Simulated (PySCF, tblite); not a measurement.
**C3H8GeN2Si: geometry, infrared bands and NMR shifts**

What infrared bands and NMR shifts should C3H8GeN2Si (`N#C[C@H]1C[SiH2][NH][GeH2]1`) show?

The runs use tblite 0.8.0 and PySCF 2.14.0, with density-fitted response routines of our own; the level of theory stands in each step. All values are computed, except where a source is named. Atoms are numbered from 0 throughout.

**1. Starting geometry**

15 atoms, charge 0, multiplicity 1; geometry from: force field or distance geometry start.

Bonds of the start (Å): N0–C1 1.17, C1–C2 1.46, C2–C3 1.54, C3–Si4 1.87, Si4–N5 1.79, N5–Ge6 1.86, Ge6–C2 1.95, C2–H7 1.11, C3–H8 1.11, C3–H9 1.10, Si4–H10 1.46, Si4–H11 1.48, N5–H12 1.03, Ge6–H13 1.55, Ge6–H14 1.55.

**2. Optimising the geometry with GFN2-xTB**

Job settings and geometry (Å):

```
{"job": {"kind": "relax", "xc": "GFN2-xTB", "basis": "xTB"}, "charge": 0, "multiplicity": 1}
N      3.179400    -1.336700    -0.506800
C      2.220600    -0.808700    -0.097900
C      1.036300    -0.156600     0.445100
C      0.589000     1.018000    -0.451700
Si    -1.239600     1.276700    -0.131600
N     -1.952100    -0.341200     0.137300
Ge    -0.460700    -1.397100     0.502500
H      1.236800     0.216700     1.475300
H      0.723700     0.757800    -1.518000
H      1.159400     1.929900    -0.200700
H     -1.413300     2.090800     1.071300
H     -1.874200     1.928800    -1.292800
H     -2.325100    -0.663000    -0.770100
H     -0.303300    -2.478900    -0.599800
H     -0.581500    -2.028600     1.915900
```

Run with:

```console
> OMP_NUM_THREADS=1 python probes_run.py task.json out
```

This one command runs all jobs of the session in turn.

The log of the run:

```text
step      E/eV     max force
  0    -543.16592    2.874
  1    -543.16203    7.697
  2    -543.36598    0.883
  3    -543.39466    0.622
  4    -543.44849    0.552
  5    -543.46785    0.449
  6    -543.49323    0.333
  7    -543.51139    0.377
  8    -543.53256    0.284
  9    -543.54599    0.254
 10    -543.55362    0.215
 11    -543.56037    0.197
 12    -543.56648    0.222
 13    -543.57251    0.198
 14    -543.57782    0.158
 15    -543.58087    0.430
 16    -543.58500    0.132
 17    -543.58906    0.152
 18    -543.59649    0.223
 19    -543.60331    0.322
 20    -543.60880    0.211
 21    -543.61325    0.157
 22    -543.61723    0.157
 23    -543.62061    0.229
 24    -543.62387    0.190
 25    -543.62539    0.238
 26    -543.62653    0.126
 27    -543.62761    0.115
 28    -543.62896    0.103
 29    -543.62998    0.087
 30    -543.63067    0.103
 31    -543.63108    0.060
 32    -543.63148    0.048
 33    -543.63186    0.040
 34    -543.63220    0.037
 35    -543.63267    0.056
 36    -543.63318    0.082
 37    -543.63377    0.105
 38    -543.63452    0.124
 39    -543.63543    0.130
 40    -543.63636    0.116
 41    -543.63724    0.083
 42    -543.63803    0.062
 43    -543.63879    0.072
 44    -543.63993    0.085
 45    -543.64163    0.089
 46    -543.64325    0.111
 47    -543.64462    0.099
 48    -543.64581    0.078
 49    -543.64675    0.085
 50    -543.64775    0.083
 51    -543.64875    0.063
 52    -543.64945    0.062
 53    -543.64987    0.069
 54    -543.65032    0.062
 55    -543.65069    0.052
 56    -543.65089    0.047
 57    -543.65105    0.041
 58    -543.65119    0.043
 59    -543.65148    0.041
 60    -543.65174    0.039
 61    -543.65201    0.036
 62    -543.65218    0.033
 63    -543.65231    0.035
 64    -543.65245    0.032
 65    -543.65264    0.034
 66    -543.65284    0.033
 67    -543.65298    0.025
 68    -543.65307    0.022
 69    -543.65314    0.020
 70    -543.65321    0.022
 71    -543.65330    0.024
 72    -543.65337    0.020
 73    -543.65342    0.018
 74    -543.65346    0.016
 75    -543.65350    0.016
 76    -543.65354    0.019
 77    -543.65359    0.026
 78    -543.65367    0.027
 79    -543.65375    0.022
 80    -543.65381    0.021
 81    -543.65387    0.023
 82    -543.65394    0.025
 83    -543.65402    0.030
 84    -543.65410    0.024
 85    -543.65415    0.012
 86    -543.65417    0.011
 87    -543.65419    0.014
 88    -543.65422    0.017
 89    -543.65427    0.019
 90    -543.65433    0.018
 91    -543.65437    0.012
 92    -543.65439    0.010
 93    -543.65441    0.011
 94    -543.65443    0.013
 95    -543.65446    0.020
 96    -543.65451    0.023
 97    -543.65455    0.019
 98    -543.65458    0.016
 99    -543.65459    0.013
100    -543.65462    0.017
101    -543.65465    0.019
102    -543.65469    0.017
103    -543.65472    0.010
104    -543.65473    0.010
105    -543.65473    0.032
106    -543.65473    0.003
```

It took 1.2 s on 1 thread of Arm Neoverse N1, shared host.

The steps of the relaxation: (not every step is listed) (the energy doesn't fall at every step)

| step | energy from step 0 (eV) | largest force (eV/Å) |
| --- | --- | --- |
| 0 | 0.0000 | 2.8744 |
| 1 | 0.0039 | 7.6971 |
| 2 | -0.2001 | 0.8830 |
| 3 | -0.2287 | 0.6216 |
| 4 | -0.2826 | 0.5518 |
| 5 | -0.3019 | 0.4489 |
| 6 | -0.3273 | 0.3330 |
| 7 | -0.3455 | 0.3767 |
| 8 | -0.3666 | 0.2843 |
| 17 | -0.4231 | 0.1520 |
| 26 | -0.4606 | 0.1259 |
| 35 | -0.4667 | 0.0558 |
| 44 | -0.4740 | 0.0849 |
| 53 | -0.4839 | 0.0694 |
| 62 | -0.4863 | 0.0332 |
| 71 | -0.4874 | 0.0242 |
| 80 | -0.4879 | 0.0208 |
| 89 | -0.4883 | 0.0194 |
| 98 | -0.4887 | 0.0159 |
| 101 | -0.4887 | 0.0194 |
| 102 | -0.4888 | 0.0166 |
| 103 | -0.4888 | 0.0101 |
| 104 | -0.4888 | 0.0104 |
| 105 | -0.4888 | 0.0318 |
| 106 | -0.4888 | 0.0028 |

Close pairs (by a distance rule), those that changed most:

| bond | before (Å) | after (Å) | change (Å) |
| --- | --- | --- | --- |
| C2–Ge6 | 1.945 | 2.003 | +0.058 |
| Si4–N5 | 1.788 | 1.731 | -0.057 |
| Ge6–H14 | 1.553 | 1.512 | -0.040 |
| Ge6–H13 | 1.552 | 1.512 | -0.040 |
| N5–Ge6 | 1.863 | 1.824 | -0.040 |
| C3–Si4 | 1.874 | 1.907 | +0.032 |
| N5–H12 | 1.033 | 1.004 | -0.028 |
| C1–C2 | 1.457 | 1.429 | -0.028 |

The next job starts from the end point, and lists it.

**3. Harmonic vibrations with GFN2-xTB**

Job settings and geometry (Å):

```
{"job": {"kind": "ir", "xc": "GFN2-xTB", "basis": "xTB"}, "charge": 0, "multiplicity": 1}
N      3.313138    -1.134567    -0.317159
C      2.311126    -0.704707     0.034077
C      1.044674    -0.172246     0.427050
C      0.627803     1.004239    -0.468941
Si    -1.237381     1.332132    -0.246859
N     -1.738371    -0.285903     0.108564
Ge    -0.426721    -1.529370     0.350652
H      1.122131     0.162385     1.468655
H      0.820083     0.739084    -1.510717
H      1.244203     1.876685    -0.249323
H     -1.486999     2.225417     0.892373
H     -1.855088     1.814651    -1.482349
H     -2.714589    -0.516646     0.160187
H     -0.361731    -2.493973    -0.812186
H     -0.666693    -2.309192     1.624063
```

The log of the run:

```text
mode    cm-1     km/mol
  1      63.7      5.97
  2      92.1      0.93
  3     110.5      5.07
  4     207.0      5.10
  5     263.3      7.58
  6     303.1     72.47
  7     339.1     19.55
  8     410.5      1.24
  9     415.3     12.20
 10     481.1      8.54
 11     522.7     48.63
 12     533.1     32.03
 13     536.6     40.40
 14     573.9     68.66
 15     595.9     89.55
 16     613.3     62.31
 17     708.7    263.32
 18     763.3    227.05
 19     775.5    110.76
 20     799.3    135.23
 21     818.9    322.12
 22     889.0     96.31
 23     989.6     26.04
 24    1048.1     37.73
 25    1058.0      2.34
 26    1080.2    171.81
 27    1154.0     38.55
 28    1213.2      7.30
 29    1276.3      1.84
 30    1481.5      3.81
 31    1878.6    259.31
 32    1930.6    548.70
 33    2203.2    385.55
 34    2255.0    321.41
 35    2385.8    309.86
 36    2889.5     24.89
 37    2967.5     45.72
 38    2986.9     30.22
 39    3495.2      0.68
```

It took 0.89 s on 1 thread of Arm Neoverse N1, shared host.

The strongest bands and the atoms that carry them (share of the mass-weighted mode):

| cm⁻¹ | km/mol | atoms |
| --- | --- | --- |
| 709 | 263.3 | H10 26 %, H11 21 %, C3 14 %, N5 13 % |
| 763 | 227.1 | C3 35 %, Si4 25 % |
| 819 | 322.1 | H14 46 %, H13 43 % |
| 1879 | 259.3 | H14 50 %, H13 49 % |
| 1931 | 548.7 | H13 50 %, H14 49 % |
| 2203 | 385.6 | H10 95 % |
| 2255 | 321.4 | H11 95 % |
| 2386 | 309.9 | C1 60 %, N0 39 % |

**4. NMR shieldings: PBE0/pcSseg-1**

The job, as its differences from that of step 3:

```diff
@@ -1,2 +1,2 @@
-{"job": {"kind": "ir", "xc": "GFN2-xTB", "basis": "xTB"}, "charge": 0, "multiplicity": 1}
+{"job": {"kind": "nmr", "xc": "PBE0", "basis": "pcSseg-1"}, "charge": 0, "multiplicity": 1}
 N      3.313138    -1.134567    -0.317159
```

Method: GIAO PBE0/pcSseg-1 NMR shielding, non-relativistic, gas phase.

The log of the run:

```text
coarse grid: 59384 points
cycle   1  E = -2594.1171215995  dE =  1.846e-01  |g| = 1.036e+00  |ddm| = 3.801e+00
cycle   2  E = -2593.9154727229  dE =  2.016e-01  |g| = 1.396e+00  |ddm| = 1.674e+00
cycle   3  E = -2594.2121950856  dE = -2.967e-01  |g| = 3.719e-01  |ddm| = 1.264e+00
cycle   4  E = -2594.2392436385  dE = -2.705e-02  |g| = 1.055e-01  |ddm| = 3.034e-01
cycle   5  E = -2594.2411308629  dE = -1.887e-03  |g| = 3.570e-02  |ddm| = 1.051e-01
cycle   6  E = -2594.2414002520  dE = -2.694e-04  |g| = 5.317e-03  |ddm| = 3.434e-02
cycle   7  E = -2594.2414049965  dE = -4.745e-06  |g| = 1.522e-03  |ddm| = 5.881e-03
final grid: 123552 points
cycle   8  E = -2594.2414072081  dE =  1.247e-07  |g| = 1.734e-03  |ddm| = 3.563e-03
cycle   9  E = -2594.2414066211  dE =  5.870e-07  |g| = 2.325e-03  |ddm| = 3.609e-03
cycle  10  E = -2594.2414079087  dE = -1.288e-06  |g| = 4.668e-04  |ddm| = 2.168e-03
cycle  11  E = -2594.2414079552  dE = -4.645e-08  |g| = 9.683e-05  |ddm| = 3.716e-04
cycle  12  E = -2594.2414079571  dE = -1.910e-09  |g| = 1.162e-05  |ddm| = 8.278e-05
cycle  13  E = -2594.2414079571  dE = -3.001e-11  |g| = 3.607e-06  |ddm| = 1.353e-05
converged SCF energy = -2594.2414079571

GIAO shielding tensors (ppm)
atom      isotropic    diamagn.    paramagn.     s11        s22        s33       span
  0 N      -27.056     340.220    -367.277   -191.573   -178.408    288.812    480.385
  1 C       60.694     258.238    -197.544    -60.357    -54.006    296.445    356.802
  2 C      175.751     251.674     -75.923    162.523    174.983    189.745     27.222
  3 C      170.756     251.493     -80.737    152.218    170.343    189.707     37.489
  4 Si     370.426     879.411    -508.985    325.100    362.268    423.911     98.811
  5 N      267.826     326.205     -58.379    228.237    250.678    324.562     96.325
  6 Ge    1365.190    2755.054   -1389.865   1291.344   1316.274   1487.952    196.608
  7 H       29.515      30.042      -0.527     25.473     26.804     36.269     10.796
  8 H       30.242      31.434      -1.192     25.998     28.027     36.701     10.703
  9 H       30.049      29.968       0.082     24.942     27.486     37.721     12.779
 10 H       26.707      28.661      -1.953     22.862     23.802     33.458     10.595
 11 H       26.601      28.515      -1.914     22.939     23.845     33.018     10.080
 12 H       32.485      31.080       1.405     21.731     28.209     47.515     25.784
 13 H       26.463      28.710      -2.247     19.977     21.103     38.309     18.332
 14 H       26.422      28.313      -1.891     19.754     20.969     38.543     18.789
```

It took 69 s on 1 thread of Arm Neoverse N1, shared host; peak memory 0.99 GiB.

The references, computed at this level on geometries of the same kind, shield at (ppm): 1H TMS 31.72, 13C TMS 186.9, 29Si TMS 349.2, 15N NH3 267.7, 73Ge GeMe4 1331. Their shielding less the atom's gives the shift. The references are single molecules in the gas phase, so shifts against H2O, NH3, PH3, H3PO4 or CFCl3 are not on the usual liquid scales and can be off by tens of ppm.

| atoms | environment | σ (ppm) | δ (ppm) |
| --- | --- | --- | --- |
| C1 | nitrile carbon | 60.7 | 126.2 |
| C3 | sp3 CH2 bonded to Si | 170.8 | 16.2 |
| C2 | sp3 CH bonded to Ge, α to a nitrile | 175.8 | 11.2 |
| H14 | hydrogen on a germanium bonded to C, N, in a 5-membered ring | 26.42 | 5.29 |
| H13 | hydrogen on a germanium bonded to C, N, in a 5-membered ring | 26.46 | 5.25 |
| H11 | hydrogen on a silicon bonded to C, N, in a 5-membered ring | 26.60 | 5.12 |
| H10 | hydrogen on a silicon bonded to C, N, in a 5-membered ring | 26.71 | 5.01 |
| H7 | hydrogen on an sp3 CH bonded to Ge, α to a nitrile | 29.52 | 2.20 |
| H9 | hydrogen on an sp3 CH2 bonded to Si | 30.05 | 1.67 |
| H8 | hydrogen on an sp3 CH2 bonded to Si | 30.24 | 1.47 |
| H12 | hydrogen on a nitrogen bonded to Ge, Si, in a 5-membered ring | 32.49 | -0.77 |
| N0 | nitrile nitrogen | -27.1 | 294.8 |
| N5 | nitrogen bonded to Ge, Si, H, in a 5-membered ring | 267.8 | -0.1 |
| Si4 | silicon bonded to C, N, 2 H, in a 5-membered ring | 370.4 | -21.3 |
| Ge6 | germanium bonded to C, N, 2 H, in a 5-membered ring | 1365 | -34 |

Charges from the same density, by scheme (e):

| atoms | Mulliken | IAO | Hirshfeld | ESP fit |
| --- | --- | --- | --- | --- |
| N0 | -0.25 | -0.27 | -0.24 | -0.46 |
| C1 | 0.16 | 0.14 | 0.07 | 0.29 |
| C2 | -0.58 | -0.37 | -0.08 | -0.07 |
| C3 | -0.46 | -0.54 | -0.15 | -0.31 |
| Si4 | 0.82 | 0.90 | 0.37 | 0.55 |
| N5 | -0.88 | -0.91 | -0.34 | -0.82 |
| Ge6 | 0.71 | 0.79 | 0.41 | 0.46 |

Mayer bond orders: N0–C1 3.06, C1–C2 0.99, C2–C3 0.97, C3–Si4 0.89, Si4–N5 0.99, N5–Ge6 0.86, Ge6–C2 0.84.

Ring of atoms C2, C3, Si4, N5, Ge6: NICS(0) -6.1, NICS(1) -3.3, NICS(1)zz -0.6 ppm (means of both faces).

Orbitals, density, ELF and potential are computed afterwards from the orbital file.

Frontier orbitals at PBE0/pcSseg-1, with the share of their density that lies nearest to each atom:

| orbital | energy (eV) | lies on |
| --- | --- | --- |
| HOMO | -7.44 | N5 60 %; H10, H13 about 8 % each; H12 7 % |
| LUMO | 0.03 | Ge6 15 %; H12, H13, H14 about 11 % each; Si4 10 % |

ELF in a plane through or near 7 of the atoms.

Values, 10 rows by 14 columns:
```
0.00 0.00 0.00 0.00 0.00 0.00 0.00 0.00 0.00 0.00 0.00 0.00 0.00 0.00
0.00 0.00 0.00 0.00 0.00 0.00 0.00 0.00 0.00 0.00 0.00 0.00 0.00 0.00
0.00 0.00 0.00 0.00 0.00 0.03 0.89 0.79 0.02 0.00 0.00 0.00 0.00 0.00
0.00 0.01 0.34 0.42 0.24 0.04 0.89 0.84 0.47 0.17 0.20 0.01 0.00 0.00
0.00 0.27 0.88 0.62 0.41 0.63 0.88 0.60 0.24 0.69 0.48 0.05 0.00 0.00
0.00 0.08 0.64 0.65 0.63 0.67 0.87 0.09 0.74 0.76 0.14 0.00 0.00 0.00
0.00 0.00 0.02 0.11 0.02 0.30 0.57 0.29 0.63 0.90 0.74 0.00 0.00 0.00
0.00 0.00 0.00 0.00 0.01 0.22 0.37 0.29 0.10 0.67 0.73 0.00 0.00 0.00
0.00 0.00 0.00 0.00 0.00 0.05 0.25 0.14 0.01 0.00 0.00 0.00 0.00 0.00
0.00 0.00 0.00 0.00 0.00 0.00 0.00 0.00 0.00 0.00 0.00 0.00 0.00 0.00
```
The map spans 12.1 Å across and 10.6 Å up, centred on the molecule. Atoms in the plane (x, y in Å): C1 (-2.4, 0.4), C3 (-0.1, 1.3), Si4 (1.7, 0.7), N5 (1.4, -1.0), Ge6 (-0.3, -1.6), H9 (-0.3, 2.2), H12 (2.2, -1.7).

On the surface of density 0.002 e/bohr³ the electrostatic potential runs, from the 1st to the 99th percentile, from -1.86 V near N0 to 1.73 V near H12.

**5. What came out**

| quantity | value |
| --- | --- |
| strongest single infrared mode (GFN2-xTB) | 1931 cm⁻¹, 549 km/mol |
| zero-point energy (GFN2-xTB) | 61.6 kcal/mol |
| 13C shifts against TMS (PBE0/pcSseg-1) | 126.2, 16.2, 11.2 ppm |
| 1H shifts against TMS (PBE0/pcSseg-1) | 5.29, 5.25, 5.12, 5.01, 2.20, 1.67, 1.47, -0.77 ppm |
| 15N shifts against NH3 (PBE0/pcSseg-1) | 294.8, -0.1 ppm |
| 29Si shifts against TMS (PBE0/pcSseg-1) | -21.3 ppm |
| 73Ge shifts against GeMe4 (PBE0/pcSseg-1) | -34 ppm |
| surface potential, 1st and 99th percentile | -1.86 V and 1.73 V |

**Reading.** Over 106 steps the energy fell by 0.489 eV; of the close pairs, C2–Ge6 changed most, 1.945 to 2.003 Å. No mode is imaginary among the 39: a minimum at this level. The strongest single mode, at 1931 cm⁻¹, moves mainly H13 and H14. GFN2-xTB is a fitted tight-binding method: band positions and strengths are rough. Its intensities can rank the bands wrongly. At PBE0/pcSseg-1: Shielding is most anisotropic at N0 (span 480 ppm, paramagnetic term -367 ppm). Spin-orbit coupling is left out, which matters for shieldings and couplings at and beside the heavy atoms.
